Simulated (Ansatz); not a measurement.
# CH₆GeSi: basis-set convergence

Aim: see how fast density functionals converge with the basis set for CH₆GeSi.

The runs use Ansatz 0.2.0, Gaussian basis; one geometry, several basis sets.

Plan: PBE0-D4/def2-SVP; ωB97M-V/def2-SVP; PBE0-D4/def2-QZVPP; ωB97M-V/def2-QZVPP; the functionals' def2-TZVPP values are taken from earlier runs.

### Step 1. Structure used throughout

An earlier PBE0-D4 in a triple-zeta def2 set relaxation fixed the geometry.

SMILES `[CH2]1[SiH2][GeH2]1`, 9 atoms, charge 0, spin multiplicity 1.

Atoms are counted from 1 here; the program's logs count them from 0.

Bond lengths: C1–Si2 1.880 Å, C1–Ge3 2.007 Å, C1–H4 1.087 Å, C1–H5 1.087 Å, Si2–Ge3 2.297 Å, Si2–H6 1.482 Å, Si2–H7 1.482 Å, Ge3–H8 1.529 Å, Ge3–H9 1.529 Å. Angles: Si2–C1–Ge3 72.4°, Si2–C1–H4 117.9°, Si2–C1–H5 117.9°, Ge3–C1–H4 115.8°, Ge3–C1–H5 115.8°, H4–C1–H5 111.8°, C1–Si2–Ge3 56.4°, C1–Si2–H6 117.1°, C1–Si2–H7 117.1°, Ge3–Si2–H6 121.0°, Ge3–Si2–H7 120.9°, H6–Si2–H7 112.8°, C1–Ge3–Si2 51.3°, C1–Ge3–H8 114.5°, C1–Ge3–H9 114.5°, Si2–Ge3–H8 122.3°, Si2–Ge3–H9 122.3°, H8–Ge3–H9 114.1°.

### Step 2. PBE0-D4 in def2-SVP

in.yaml reads:

```yaml
crystal:
  periodic: [false, false, false]
  atoms:
    - {symbol: C, position_ang: [-0.726695, 0.082069, -0.693746]}
    - {symbol: Si, position_ang: [0.887506, 0.879513, -0.151414]}
    - {symbol: Ge, position_ang: [-0.040721, -0.948093, 0.885697]}
    - {symbol: H, position_ang: [-1.647521, 0.636631, -0.532938]}
    - {symbol: H, position_ang: [-0.737566, -0.453306, -1.639548]}
    - {symbol: H, position_ang: [0.802104, 2.227258, 0.458898]}
    - {symbol: H, position_ang: [2.050442, 0.731383, -1.057972]}
    - {symbol: H, position_ang: [0.399440, -2.377494, 0.568566]}
    - {symbol: H, position_ang: [-0.898388, -0.824261, 2.145258]}
basis:
  gaussian: {orbitals: def2-SVP}
hamiltonian: {xc: pbe0, dispersion: d4}
output: {orbitals: {seedname: orbitals}}
```

Further steps of the session: ωB97M-V in def2-SVP; PBE0-D4 in def2-QZVPP; ωB97M-V in def2-QZVPP.

Q: Predict the results of all the runs planned. Wanted: PBE0-D4: double and triple zeta above quadruple; ωB97M-V: double and triple zeta above quadruple.

**Answer**, as computed:

```
                                       quantity           value
PBE0-D4: double and triple zeta above quadruple  12.68, 1.55 eV
ωB97M-V: double and triple zeta above quadruple  12.71, 1.50 eV
```

**Reading.** For PBE0-D4 the step from double to triple zeta gains 11.13 eV and the next only 1.55 eV. Total energies overstate the basis error of differences, where much of it tends to cancel. The LUMO of ωB97M-V is positive and keeps falling with the basis (1.83 to 1.09 eV): an unbound level that the basis holds in place.
